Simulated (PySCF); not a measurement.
# C11H14O3: electronic structure in real space

For C11H14O3, the scripts below localise its valence orbitals and analyse its density (charges, bond critical points, surface potential).

Computed with PySCF 2.14.0. Level: levels as typed in each script, gas phase, geometry from GFN2-xTB.

**1. Starting geometry**

SMILES `CC(C)(C)OC(=O)Oc1ccccc1`, 28 atoms, charge 0, spin multiplicity 1.

Bond lengths: C1–C2 1.528 Å, C1–H15 1.087 Å, C1–H16 1.086 Å, C1–H17 1.088 Å, C2–C3 1.528 Å, C2–C4 1.528 Å, C2–O5 1.453 Å, C3–H18 1.086 Å, C3–H19 1.087 Å, C3–H20 1.086 Å, C4–H21 1.087 Å, C4–H22 1.088 Å, C4–H23 1.086 Å, O5–C6 1.322 Å, C6–O7 1.199 Å, C6–O8 1.343 Å, O8–C9 1.399 Å, C9–C10 1.385 Å and more. Angles: C2–C1–H15 110.4°, C2–C1–H16 109.6°, C2–C1–H17 110.1°, H15–C1–H16 108.9°, H15–C1–H17 108.9°, H16–C1–H17 108.9°, C1–C2–C3 110.7°, C1–C2–C4 111.2°, C1–C2–O5 110.1°, C3–C2–C4 110.6°, C3–C2–O5 103.8°, C4–C2–O5 110.1°, C2–C3–H18 109.9°, C2–C3–H19 110.0°, C2–C3–H20 110.0°, H18–C3–H19 109.2°, H18–C3–H20 109.1°, H19–C3–H20 108.5° and more.

Geometry (Å):

```mol
C11H14O3
  3D, bonds by distance, orders not assigned

 28 28  0  0  0  0  0  0  0  0999 V2000
    3.0698    1.2611   -0.8842 C   0  0
    2.9631   -0.0000   -0.0283 C   0  0
    4.0298   -0.0006    1.0661 C   0  0
    3.0699   -1.2604   -0.8851 C   0  0
    1.7098   -0.0004    0.7077 O   0  0
    0.5555    0.0002    0.0640 C   0  0
    0.3691    0.0012   -1.1200 O   0  0
   -0.4196   -0.0003    0.9870 O   0  0
   -1.7325   -0.0003    0.5048 C   0  0
   -2.3799   -1.2052    0.2842 C   0  0
   -3.6933   -1.1992   -0.1516 C   0  0
   -4.3500   -0.0001   -0.3693 C   0  0
   -3.6933    1.1991   -0.1508 C   0  0
   -2.3799    1.2049    0.2851 C   0  0
    2.3037    1.2615   -1.6546 H   0  0
    4.0466    1.2978   -1.3582 H   0  0
    2.9458    2.1454   -0.2629 H   0  0
    5.0193   -0.0016    0.6188 H   0  0
    3.9211    0.8809    1.6921 H   0  0
    3.9211   -0.8821    1.6915 H   0  0
    2.3037   -1.2603   -1.6555 H   0  0
    2.9458   -2.1452   -0.2644 H   0  0
    4.0467   -1.2968   -1.3591 H   0  0
   -1.8529   -2.1316    0.4533 H   0  0
   -4.2021   -2.1354   -0.3255 H   0  0
   -5.3734    0.0001   -0.7134 H   0  0
   -4.2021    2.1355   -0.3240 H   0  0
   -1.8529    2.1312    0.4548 H   0  0
  1  2  8  0
  2  3  8  0
  2  4  8  0
  2  5  8  0
  5  6  8  0
  6  7  8  0
  6  8  8  0
  8  9  8  0
  9 10  8  0
 10 11  8  0
 11 12  8  0
 12 13  8  0
 13 14  8  0
  1 15  8  0
  1 16  8  0
  1 17  8  0
  3 18  8  0
  3 19  8  0
  3 20  8  0
  4 21  8  0
  4 22  8  0
  4 23  8  0
 10 24  8  0
 11 25  8  0
 12 26  8  0
 13 27  8  0
 14 28  8  0
  9 14  8  0
M  END
```

**2. Localised orbitals (r2SCAN/6-31g*)**

Contents of input.py:

```python
import numpy as np
from pyscf import gto, scf, dft, lo
from pyscf.data.elements import chemcore

def solve(mol, dm0=None, hcore=None):
    mf = (dft.UKS if mol.spin else dft.RKS)(mol, xc='r2scan')
    mf.grids.level = 3
    mf = mf.density_fit(auxbasis='def2-universal-jkfit')
    mf.conv_tol, mf.max_cycle = 1e-8, 80
    if hcore is not None:
        mf.get_hcore = lambda *args: hcore
    mf.kernel(dm0)
    if not mf.converged:
        mf = mf.newton().run(mf.mo_coeff, mf.mo_occ, max_cycle=30)
    assert mf.converged, 'SCF not converged'
    return mf

mol = gto.M(atom='''
C      3.06984     1.26105    -0.88420
C      2.96307    -0.00001    -0.02826
C      4.02985    -0.00061     1.06610
C      3.06987    -1.26043    -0.88507
O      1.70979    -0.00042     0.70769
C      0.55555     0.00020     0.06395
O      0.36907     0.00123    -1.12004
O     -0.41964    -0.00034     0.98698
C     -1.73250    -0.00032     0.50484
C     -2.37988    -1.20520     0.28423
C     -3.69326    -1.19917    -0.15160
C     -4.35004    -0.00009    -0.36929
C     -3.69328     1.19915    -0.15077
C     -2.37991     1.20490     0.28507
H      2.30369     1.26148    -1.65463
H      4.04665     1.29777    -1.35823
H      2.94578     2.14537    -0.26287
H      5.01933    -0.00158     0.61877
H      3.92106     0.88092     1.69213
H      3.92107    -0.88207     1.69152
H      2.30371    -1.26034    -1.65550
H      2.94583    -2.14518    -0.26436
H      4.04667    -1.29680    -1.35913
H     -1.85288    -2.13163     0.45334
H     -4.20206    -2.13540    -0.32552
H     -5.37343     0.00011    -0.71341
H     -4.20210     2.13549    -0.32404
H     -1.85292     2.13123     0.45482
''', basis='6-31g*', charge=0, spin=0, verbose=4)
mf = solve(mol)
occ_all = mf.mo_coeff[:, mf.mo_occ > 0]
occ = occ_all[:, chemcore(mol):]
loc = lo.ibo.ibo(mol, occ, iaos=lo.iao.iao(mol, occ_all))
fock, s = mf.get_fock(), mf.get_ovlp()
ortho = lo.orth_ao(mol, 'meta_lowdin')
ortho = lo.vec_lowdin(lo.iao.iao(mol, occ_all), s)
labels = lo.iao.reference_mol(mol).ao_labels(fmt=None)
vir = lo.vvo.livvo(mol, occ_all, mf.mo_coeff[:, mf.mo_occ == 0])
both = np.hstack([loc, vir])
p = (ortho.T @ s @ both) ** 2
pop = np.array([p[[l[0] == a for l in labels]].sum(0) for a in range(mol.natm)])
spd = np.array([[p[[l[0] == a and l[2][-1] == k for l in labels]].sum(0) for k in 'spd'] for a in range(mol.natm)])
eps = np.einsum('pi,pq,qi->i', both, fock, both)
for i in np.argsort(eps):
    top = np.argsort(-pop[:, i])[:3]
    print('%3d %s %9.4f Eh ' % (i + 1, 'occ' if i < loc.shape[1] else 'vir', eps[i]), '  '.join('%s%d %.3f' % (mol.atom_symbol(a), a + 1, pop[a, i]) for a in top))
np.savez('result.npz', c=both, nocc=loc.shape[1], pop=pop, spd=spd, eps=eps, e=mf.e_tot)
```

On the command line:

```bash
$ OMP_NUM_THREADS=1 python input.py
```

**4. Density, bond paths and surface potential (LDA (SVWN)/6-31g*)**

Contents of input.py:

```python
import numpy as np
from pyscf import gto, scf, dft
from pyscf.scf import atom_ks, atom_hf
from scipy.linalg import block_diag

def solve(mol, dm0=None, hcore=None):
    mf = (dft.UKS if mol.spin else dft.RKS)(mol, xc='svwn')
    mf.grids.level = 3
    mf = mf.density_fit(auxbasis='def2-universal-jkfit')
    mf.conv_tol, mf.max_cycle = 1e-8, 80
    if hcore is not None:
        mf.get_hcore = lambda *args: hcore
    mf.kernel(dm0)
    if not mf.converged:
        mf = mf.newton().run(mf.mo_coeff, mf.mo_occ, max_cycle=30)
    assert mf.converged, 'SCF not converged'
    return mf

mol = gto.M(atom='''
C      3.06984     1.26105    -0.88420
C      2.96307    -0.00001    -0.02826
C      4.02985    -0.00061     1.06610
C      3.06987    -1.26043    -0.88507
O      1.70979    -0.00042     0.70769
C      0.55555     0.00020     0.06395
O      0.36907     0.00123    -1.12004
O     -0.41964    -0.00034     0.98698
C     -1.73250    -0.00032     0.50484
C     -2.37988    -1.20520     0.28423
C     -3.69326    -1.19917    -0.15160
C     -4.35004    -0.00009    -0.36929
C     -3.69328     1.19915    -0.15077
C     -2.37991     1.20490     0.28507
H      2.30369     1.26148    -1.65463
H      4.04665     1.29777    -1.35823
H      2.94578     2.14537    -0.26287
H      5.01933    -0.00158     0.61877
H      3.92106     0.88092     1.69213
H      3.92107    -0.88207     1.69152
H      2.30371    -1.26034    -1.65550
H      2.94583    -2.14518    -0.26436
H      4.04667    -1.29680    -1.35913
H     -1.85288    -2.13163     0.45334
H     -4.20206    -2.13540    -0.32552
H     -5.37343     0.00011    -0.71341
H     -4.20210     2.13549    -0.32404
H     -1.85292     2.13123     0.45482
''', basis='6-31g*', charge=0, spin=0, verbose=4)
mf = solve(mol)
mf.analyze()
# spherically averaged free atoms, for the promolecule
atm = atom_ks.get_atm_nrks(mol, xc='svwn')
pro = block_diag(*[(atm[a[0]][2] * atm[a[0]][3]) @ atm[a[0]][2].T for a in mol._atom])
np.savez('result.npz', e=mf.e_tot, c=mf.mo_coeff, occ=mf.mo_occ, eps=mf.mo_energy, pro=pro, dip=mf.dip_moment(verbose=0), s2=mf.spin_square()[0])
```

(Steps that only read results are left out.)

Q: Predict the outcome of this session. Wanted: dipole moment; HOMO, LUMO.

As calculated:

| quantity | value |
| --- | --- |
| localised occupied orbitals above −45 eV (r2SCAN/6-31g*) | 38 |
| dipole moment (LDA (SVWN)/6-31g*) | 0.53 D |
| HOMO, LUMO (LDA (SVWN)/6-31g*) | -6.12, -1.04 eV |

What this shows: At LDA (SVWN)/6-31g*: The highest Hirshfeld charge is on C6 (+0.22 e), the lowest on O7 (−0.25 e). The geometry was not optimised at these levels.
